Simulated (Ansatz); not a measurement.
Which YAML input does this script hand to the engine? (the Python package of Ansatz (0.2.0))

`cu.py`:
```python
import json
import logging
import sys
import warnings

import ansatz as az
from ase import Atoms
from ase.io import write
from ase.neighborlist import neighbor_list
import numpy as np
from pymatgen.core import Lattice, Structure
from pymatgen.io.ase import AseAtomsAdaptor

logging.basicConfig(stream=sys.stdout, format='[%(levelname)s] %(message)s')
log = logging.getLogger('run')
log.setLevel(logging.INFO)

def edges_and_angles(cell):
    cell = np.asarray(cell)
    a, b, c = np.linalg.norm(cell, axis=1)
    cosines = cell[1] @ cell[2] / (b * c), cell[0] @ cell[2] / (a * c), cell[0] @ cell[1] / (a * b)
    return (a, b, c, *np.degrees(np.arccos(cosines)))

warnings.simplefilter('ignore', az.DeckWarning)

pmg_structure = Structure(
    Lattice([(11.570254, 0.0, 0.0), (0.0, 2.238212, 0.0), (-4.595624, 0.0, 21.743388)]),
    ['Cu'],
    [
        (0.5, 0.5, 0.5),
    ],
)
xtal = az.Crystal.from_ase(AseAtomsAdaptor.get_atoms(pmg_structure))

job = (
    xtal.calculation()
    .functional('pbesol')
    .basis(18 * az.Ha)
    .kpoints(mesh=(3, 13, 2))
    .occupations(az.OccupationsMethod.FERMI_DIRAC, width=0.1)
    .relax(force_tolerance=0.005, cell=True, stress_tolerance=0.1)
)
done = job.run(events_out='events.ndjson')
with open('events.ndjson') as stream:
    events = [json.loads(line) for line in stream]
steps = [e['data'] for e in events if e['event'] == 'relax_step']
data = done.report
for s in steps:
    flag = '' if s['accepted'] else '  (rejected)'
    log.info('step %2d  E = %.5f eV  largest force component = %.4f eV/A%s' % (s['step'], s['lagrangian_ev'], s['allowed_force_max_ev_ang'], flag))

first, last = steps[0], steps[-1]
symbols = [site.symbol for site in done.lattice.sites]
log.info(f'energy gained {first["lagrangian_ev"] - last["lagrangian_ev"]:.4f} eV in {len(steps) - 1} steps')
for label, vectors in (('before', first['cell_ang']), ('after', done.lattice.cell_ang)):
    print(label, 'a b c (A) {:.4f} {:.4f} {:.4f}  angles {:.2f} {:.2f} {:.2f}'.format(*edges_and_angles(vectors)), f' V = {abs(np.linalg.det(vectors)):.3f} A^3')
print('final stress xx yy zz (GPa, compression positive):', np.round(np.diag(data['stress_gpa']), 3) + 0.0)

final = Atoms(symbols, positions=last['positions_ang'], cell=done.lattice.cell_ang, pbc=True)
i, j, d = neighbor_list('ijd', final, 4.5)
log.info('neighbours within 1.1 times the shortest distance of each atom (A)')
for atom in range(len(final)):
    near = [m for m in np.argsort(d) if i[m] == atom]
    shell = [m for m in near if d[m] < 1.1 * d[near[0]]]
    print(f'{symbols[atom]}{atom} ({len(shell)}):', ', '.join(f'{symbols[j[m]]} {d[m]:.3f}' for m in shell))

relaxed = Atoms(symbols, positions=[site.position_ang for site in done.lattice.sites], cell=done.lattice.cell_ang, pbc=True)
write('relaxed.cif', relaxed, format='cif')

change = np.array(last['positions_ang']) @ np.linalg.inv(last['cell_ang']) - np.array(first['positions_ang']) @ np.linalg.inv(first['cell_ang'])
moved = np.linalg.norm(change @ np.array(last['cell_ang']), axis=1)
print('displacement within the cell, strain taken out (A):', ' '.join(f'{s}:{d:.3f}' for s, d in zip(symbols, moved)))

for key in ('converged', 'n_iterations', 'n_electrons', 'n_kpoints', 'n_pw', 'n_symmetry_ops', 'free_energy_ev', 'fermi_energy_ev'):
    log.info(f'{key:18s} {data[key]}')
```

Output of `python cu.py`:
```text
[INFO] step  1  E = -6586.40101 eV  largest force component = 0.0000 eV/A
[INFO] step  2  E = -6586.40101 eV  largest force component = 0.0000 eV/A
[INFO] energy gained 0.0000 eV in 1 steps
before a b c (A) 11.5703 2.2382 22.2237  angles 90.00 101.93 90.00  V = 563.082 A^3
after a b c (A) 11.5703 2.2382 22.2237  angles 90.00 101.93 90.00  V = 563.082 A^3
final stress xx yy zz (GPa, compression positive): [0.    0.068 0.   ]
[INFO] neighbours within 1.1 times the shortest distance of each atom (A)
Cu0 (2): Cu 2.238, Cu 2.238
displacement within the cell, strain taken out (A): Cu:0.000
[INFO] converged          True
[INFO] n_iterations       6
[INFO] n_electrons        19.0
[INFO] n_kpoints          28
[INFO] n_pw               13675
[INFO] n_symmetry_ops     4
[INFO] free_energy_ev     -6586.401011034962
[INFO] fermi_energy_ev    -4.730303556303244
```

`input.yaml`:
```yaml
crystal:
  lattice:
    - [11.570254, 0.0, 0.0]
    - [0.0, 2.238212, 0.0]
    - [-4.595624, 0.0, 21.743388]
  atoms:
    - { symbol: Cu, position: [0.5, 0.5, 0.5] }
basis:
  ecutwfc: 489.8049524278
kpoints:
  mp_grid: { grid: [3, 13, 2] }
hamiltonian:
  xc: pbesol
scf:
  occupations: { method: fermi_dirac, width: 0.1 }
relax:
  f_tol: 0.005
  cell: { stress_tol: 0.1 }
```

The program run on that file:
```console
$ ansatz run input.yaml --threads 1 --pin off --max-ram 3072MiB --backend cpu --events-out ev --progress --plain --runs-dir out
Engine: ansatz 0.2.0, x86_64-unknown-linux-gnu
Pseudopotentials: kind: paw
Pseudopotential: Cu, paw, valence charge 19, recommended cutoff 420 eV (normal), Cu.paw.azcp
Functional definition: PBEsol
  exchange = pbesol_x
  correlation = pbesol_c
Crystal: 1 atoms, lattice volume = 563.082 Å³
Basis set: ecut = 489.8049524278 eV, 13675 PW (Γ), exchange–correlation on 180×36×324 points (8 copies of the dense FFT grid, shifted against one another)
Bands: 14, of which v1, the nominal top of the filled ones, is band 10 counted from 1 (9 counted from 0)
Symmetry: 4 space group operations
Space group: P2/m (ITA 10), of the structure as read, at distance tolerance 8.3e-5 Å
k-points: 28 of 78
Non-local potential: Cu, projectors of the file, l = 0: 3, l = 1: 2, l = 2: 3, l = 3: 1
PAW form: soft (Blöchl's): semilocal exchange-correlation on the pseudo side does not see the compensation charge
PAW frozen core: Cu, regenerated for the run's functional, and the local potential with it (the file was generated under x = pbe(κ = 0.804, μ = 0.2195149727645171), c = pbe(β = 0.06672455060314922))
PAW one-centre angular grid: Cu, 590 points (default); XC on 64 Gauss nodes
Initial density: superposition of atomic densities (neutral atoms: chi_scale 0, normalization atom), corrected by the library's trained network
Initial wavefunctions: pseudopotential atomic-orbital guess
Functional: x = pbesol(κ = 0.804, μ = 0.12345679012345678), c = pbesol(β = 0.046)
SCF iter   1: F=—  HF=-6586.400372 eV  |F-HF|=—  |Δ(HF+E_count)|=         —  Δρ=1.24e-3  dr2=3.71e-3  ethr=1.77e-3  ⟨swp⟩=7.5  Hψ=2682  notcnv=0
preconditioner: auto → LDOS  [insulator: Δε(μ)=0.551 eV  Ē_g=7.167 eV  σ=0.100 eV  W_gap=0.84  n_scr=46 (ndim 8)  ℏωp=5.2 eV  f_vac=0.910  D(μ)=0.84/eV (n_scr^D=2)  ε∞_Penn≈1.5  β→1.0]
SCF iter   2: F=—  HF=-6586.406767 eV  |F-HF|=—  |Δ(HF+E_count)|=   6.39e-3  Δρ=2.65e-3  dr2=2.15e-2  ethr=1.96e-5  ⟨swp⟩=3.0  Hψ=1052  notcnv=0  defer=4
SCF iter   3: F=—  HF=-6586.401273 eV  |F-HF|=—  |Δ(HF+E_count)|=   5.49e-3  Δρ=6.90e-4  dr2=1.73e-3  ethr=1.96e-5  ⟨swp⟩=2.1  Hψ=780  notcnv=0  defer=4
SCF iter   4: F=—  HF=-6586.401046 eV  |F-HF|=—  |Δ(HF+E_count)|=   2.27e-4  Δρ=2.15e-4  dr2=1.58e-4  ethr=9.09e-6  ⟨swp⟩=2.4  Hψ=597  notcnv=0  defer=4
SCF iter   5: F=—  HF=-6586.401015 eV  |F-HF|=—  |Δ(HF+E_count)|=   3.13e-5  Δρ=7.73e-6  dr2=2.03e-7  ethr=8.34e-7  ⟨swp⟩=2.3  Hψ=560  notcnv=0  defer=4
SCF iter   6: F=—  HF=-6586.401011 eV  |F-HF|=—  |Δ(HF+E_count)|=   3.94e-6  Δρ=5.66e-7  dr2=1.10e-9  ethr=5.26e-10  ⟨swp⟩=4.1  Hψ=1250  notcnv=0
SCF iter   7: F=-6586.401011 eV  HF=-6586.401011 eV  |F-HF|=9.57e-10  |Δ(HF+E_count)|=   4.21e-8  Δρ=3.53e-8  dr2=3.34e-12  ethr=5.81e-12  ⟨swp⟩=1.9  Hψ=1112  notcnv=0
SCF 1 converged in 7 iterations: F = -6586.401011 eV  dr2 = 3.34e-12
  greatest PAW one-centre occupation: 1.000 electrons in one spin orbital (limit 2), on the Cu atom at site 0 (counted from 0), in its partial waves of l = 0
relax step   1: F+E_penalty+E_count = -6586.40101103 eV  Δ(F+E_penalty+E_count) = +0.000e0 eV  max|allowed force component| = 0.000e0 eV/Å  Δτ_max = 0.0000 Å  P = +0.023 GPa  Ω = 563.082 Å³  (7 SCF iters, dr2 threshold 1.00e-7 eV, accepted)
Initial density: handed on by an earlier stage of this run
Initial wavefunctions: pseudopotential atomic-orbital guess (no wavefunctions were taken with the density)
iter 1 solved again at ethr=1.63e-6 eV; its pass at ethr=3.10e-3 eV (dr2=3.09e-4 eV) is discarded
SCF iter   1: F=—  HF=-6586.401009 eV  |F-HF|=—  |Δ(HF+E_count)|=         —  Δρ=7.01e-7  dr2=1.48e-9  ethr=1.63e-6  ⟨swp⟩=2.5  Hψ=3679  notcnv=0
eigensolver tolerance schedule: the retry pair's looser diagonalisation over-reported the residual by 209289.61 of it (diagonalisation noise at an unbounded share of the residual, at the tolerance the schedule requests for it); recorded, not acted on — ethr = c·dr2/N_el stays at c = 1.0e-1
preconditioner: auto → LDOS  [insulator: Δε(μ)=0.610 eV  Ē_g=7.199 eV  σ=0.100 eV  W_gap=0.85  n_scr=46 (ndim 8)  ℏωp=5.2 eV  f_vac=0.915  D(μ)=0.79/eV (n_scr^D=2)  ε∞_Penn≈1.5  β→1.0]
SCF iter   2: F=—  HF=-6586.401011 eV  |F-HF|=—  |Δ(HF+E_count)|=   2.27e-6  Δρ=9.02e-7  dr2=2.57e-9  ethr=7.78e-12  ⟨swp⟩=3.5  Hψ=956  notcnv=0
SCF iter   3: F=—  HF=-6586.401011 eV  |F-HF|=—  |Δ(HF+E_count)|=  5.98e-10  Δρ=4.43e-7  dr2=5.98e-10  ethr=7.78e-12  ⟨swp⟩=2.0  Hψ=544  notcnv=0
SCF iter   4: F=—  HF=-6586.401011 eV  |F-HF|=—  |Δ(HF+E_count)|=  2.26e-10  Δρ=3.25e-7  dr2=3.25e-10  ethr=3.15e-12  ⟨swp⟩=2.1  Hψ=496  notcnv=0
SCF iter   5: F=—  HF=-6586.401011 eV  |F-HF|=—  |Δ(HF+E_count)|=  7.55e-11  Δρ=1.79e-7  dr2=9.85e-11  ethr=1.71e-12  ⟨swp⟩=1.0  Hψ=392  notcnv=0
SCF iter   6: F=-6586.401011 eV  HF=-6586.401011 eV  |F-HF|=1.09e-11  |Δ(HF+E_count)|=  1.36e-11  Δρ=7.76e-8  dr2=1.80e-11  ethr=1.00e-12  ⟨swp⟩=3.0  Hψ=1307  notcnv=0
SCF 2 converged in 6 iterations: F = -6586.401011 eV  dr2 = 1.80e-11
relax step   2: F+E_penalty+E_count = -6586.40101103 eV  Δ(F+E_penalty+E_count) = -1.819e-12 eV  max|allowed force component| = 0.000e0 eV/Å  Δτ_max = 0.0000 Å  P = +0.023 GPa  Ω = 563.082 Å³  stress off target by 6.81e-2 GPa  SCF on the basis re-selected at this cell (its energy is not comparable with the rows above)  (6 SCF iters)
basis re-selected at this cell: Δ(F+E_penalty+E_count) = -1.819e-12 eV, ΔP = +0.000 GPa vs the last step (what re-selecting the basis moved, of the pressure what is left beyond the Pulay correction that the steps carried, after the strain that the cell walked since its last selection, with what the two solves' SCF thresholds leave and, on support functions, any second-order correction that the steps lacked; it is no measure of the basis error at this ecutwfc). This SCF's stress stands 6.81e-2 GPa from its target on what of the cell is left free (relax.cell.stress_tol is 1.00e-1 GPa) and its largest allowed force component is 0.00e0 eV/Å (relax.f_tol is 5.00e-3 eV/Å): within both
SCF converged after 6 iterations
Free energy (F): -6586.401011 eV
Harris-Foulkes:  -6586.401011 eV  (|F-HF|=1.09e-11)
Internal energy: -6586.367861 eV  (E = F + TS)
E sigma→0 (E₀):  -6586.384436 eV
Entropy (-TS):   -0.033150 eV (-33.150 meV/atom)
Fermi energy:    -4.730304 eV
--- Per-component energies (eV) ---
  E_band       = -732.343598
  E_kinetic    = 300.494939
  E_local      = -13405.229289  (includes V_loc(G=0)·N_el)
  E_nonlocal   = 403.158726
  E_hartree    = 6274.116792
  E_xc         = -85.178373
  E_vxc        = -110.187241  (∫ρ·V_xc dr)
  E_paw        = -1636.782880  (= ΣΔE_a)
  E_vpaw       = -468.814523  (= ΣTr[D̂ρ^β])
  E_aug_tail   = 0.000145  (compensation charges beyond the density's cutoff)
  E_ewald      = 1562.845878
  E_core_change = 0.206202  (= ΣΔE_core)
  E_smearing   = -0.033150  (= −TS)
  E_closure    = 0.000000  (closes the sum)
  Σ components = -6586.401011   (vs F -6586.401011, Δ=0.00e0)
--- Forces (eV/Å), atoms counted from 1 ---
  atom   1  Cu     0.00000000     0.00000000     0.00000000
  max |Σ_I F_I| component: 0.00e0 eV/Å
--- Stress (GPa, compression-positive) ---
       -0.000011       0.000000      -0.000000
        0.000000       0.068128       0.000000
       -0.000000       0.000000      -0.000011
  P = ⅓ Tr σ = 0.0227 GPa (0.227 kbar)
--- Relaxed structure (1 steps of the walk, 1 accepted, 1 SCFs on fresh bases) ---
  F+E_penalty+E_count = -6586.40101103 eV   max|allowed force component| = 0.000e0 eV/Å   (the final SCF, on the basis selected at the relaxed cell)
  cell:  # Å, volume = 563.0816 Å³
    - [11.570254, 0.0, 0.0]
    - [0.0, 2.238212, 0.0]
    - [-4.595624, 0.0, 21.743388]
  atoms:
    - { symbol: Cu, position: [0.49999999999999994, 0.5, 0.49999999999999994] }
```

Caveats:
- Total energies depend on the potentials; only differences at equal settings carry meaning. A total without «per atom» is that of the cell as typed.
- The cell holds an odd number of electrons and is run without spin, so a magnetic state may lie lower.
- The cell holds layers, chains or clusters in vacuum, no bulk phase; its stress is averaged over the vacuum too and scales with the cell's height.
- An absolute Fermi energy rests on an arbitrary zero of the periodic potential and has no direct meaning.
- Energies along a relaxation are free energies. Rows at an unchanged volume are solved on a plane-wave basis chosen afresh for that cell, so the energy jumps there and such rows are no steps of the walk.
- The structure is layered, and without a dispersion term the spacing of the layers is poorly determined.
- Points of the mesh across the vacuum add cost only.
- This isn't the structure that Cu takes at ambient conditions.
- Hardware and time: 27 s on 1 thread of Intel(R) Xeon(R) Processor @ 2.30GHz, with other jobs on the host, peak memory 1 GiB.
